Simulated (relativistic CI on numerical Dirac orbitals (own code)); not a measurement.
# Nd²⁺: one ion under different settings

How much do the settings matter for Nd²⁺? One ion, several inputs.

Method: Dirac-Coulomb-Breit CI, KLI orbitals optimised for each configuration, model QED (radiative potential, 1s self-energy scaled to tabulated hydrogen-like ionisation energies), numerical settings as typed. Code: relativistic CI on numerical Dirac orbitals (own code) version 3.

**1. Starting point**

```
ion            : Nd²⁺ (Nd III)
nuclear charge : 60
electrons      : 58
isotope        : A = 142
```

**2. Usual settings**

Input settings:

```ini
atom Nd  Z=60  charge=2  electrons=58
nucleus A=142  rms_radius_fm=4.9123
hamiltonian dirac-coulomb  breit=on  qed=on  c_scale=1
orbitals kli  potential=per-configuration
slater_scale 1
correlation none
mixing on
grid step=0.0125 r_max=67.1
scf mixing=0.4 start=green max_iterations=150 tolerance=2e-08 node_fill=0.05
configurations
  [Xe] 4f4
end
```

Launch:

```bash
> python run_levels.py task.json out
```

task.json lists these runs, among others, and the program works through them in turn.

**3. Breit term off, start potential bare**

Input settings:

```ini
atom Nd  Z=60  charge=2  electrons=58
nucleus A=142  rms_radius_fm=4.9123
hamiltonian dirac-coulomb  breit=off  qed=on  c_scale=1
orbitals kli  potential=per-configuration
slater_scale 1
correlation none
mixing on
grid step=0.0125 r_max=67.1
scf mixing=0.4 start=bare max_iterations=150 tolerance=2e-08 node_fill=0.05
configurations
  [Xe] 4f4
end
```

**4. Node fill 0, QED terms off**

Input settings:

```ini
atom Nd  Z=60  charge=2  electrons=58
nucleus A=142  rms_radius_fm=4.9123
hamiltonian dirac-coulomb  breit=on  qed=off  c_scale=1
orbitals kli  potential=per-configuration
slater_scale 1
correlation none
mixing on
grid step=0.0125 r_max=67.1
scf mixing=0.4 start=green max_iterations=150 tolerance=2e-08 node_fill=0
configurations
  [Xe] 4f4
end
```

**5. Nuclear radius 4.4211**

Input settings:

```ini
atom Nd  Z=60  charge=2  electrons=58
nucleus A=142  rms_radius_fm=4.4211
hamiltonian dirac-coulomb  breit=on  qed=on  c_scale=1
orbitals kli  potential=per-configuration
slater_scale 1
correlation none
mixing on
grid step=0.0125 r_max=67.1
scf mixing=0.4 start=green max_iterations=150 tolerance=2e-08 node_fill=0.05
configurations
  [Xe] 4f4
end
```

**6. Speed-of-light factor 0.8**

Input settings:

```ini
atom Nd  Z=60  charge=2  electrons=58
nucleus A=142  rms_radius_fm=4.9123
hamiltonian dirac-coulomb  breit=on  qed=on  c_scale=0.8
orbitals kli  potential=per-configuration
slater_scale 1
correlation none
mixing on
grid step=0.0125 r_max=67.1
scf mixing=0.4 start=green max_iterations=150 tolerance=2e-08 node_fill=0.05
configurations
  [Xe] 4f4
end
```

**7. Node fill 50**

Input settings:

```ini
atom Nd  Z=60  charge=2  electrons=58
nucleus A=142  rms_radius_fm=4.9123
hamiltonian dirac-coulomb  breit=on  qed=on  c_scale=1
orbitals kli  potential=per-configuration
slater_scale 1
correlation none
mixing on
grid step=0.0125 r_max=67.1
scf mixing=0.4 start=green max_iterations=72 tolerance=2e-08 node_fill=50
configurations
  [Xe] 4f4
end
```

(Steps that only read results are left out.)

What does the calculation give? Wanted: lowest level, usual settings; total energy; first excitation.

**Answer**, as computed:

| setting | total energy less usual (Ha) | largest shift of a level among the lowest eight of both runs, same label and place (cm⁻¹) | SCF iterations | time | lowest level | kind of change |
| --- | --- | --- | --- | --- | --- | --- |
| usual | 0 | 0 | 13 | 0.16 s | 4f4 5I4 | - |
| Breit term off, start potential bare | -8.3 | 610 | 26 | 0.2 s | 4f4 5I4 | model term |
| node fill 0, QED terms off | -5.54 | 189 | 12 | 0.1 s | 4f4 5I4 | model term |
| nuclear radius 4.4211 | -0.0885 | 0.0703 | 13 | 0.14 s | 4f4 5I4 | unphysical constant |
| speed-of-light factor 0.8 | -219 | 2120 | 14 | 0.15 s | 4f4 5I4 | unphysical constant |
| node fill 50 | 1.23 | 4840 | 14 | 0.23 s | 4f4 5I4 | unsound |

| quantity | value |
| --- | --- |
| lowest level, usual settings | 4f4 5I4 |
| total energy | -9610.8925 Ha |
| first excitation | 1097.1 cm⁻¹ |

What this shows: Among the runs whose levels can be followed, they move most under «node fill 50» (unsound), by up to 4840 cm⁻¹. «Breit term off, start potential bare» costs 26 SCF iterations against 13. Only the listed configurations are in the model. In a near-neutral ion this small CI can misplace whole configurations by 10,000 cm⁻¹ or more, above all where the count of f electrons changes.
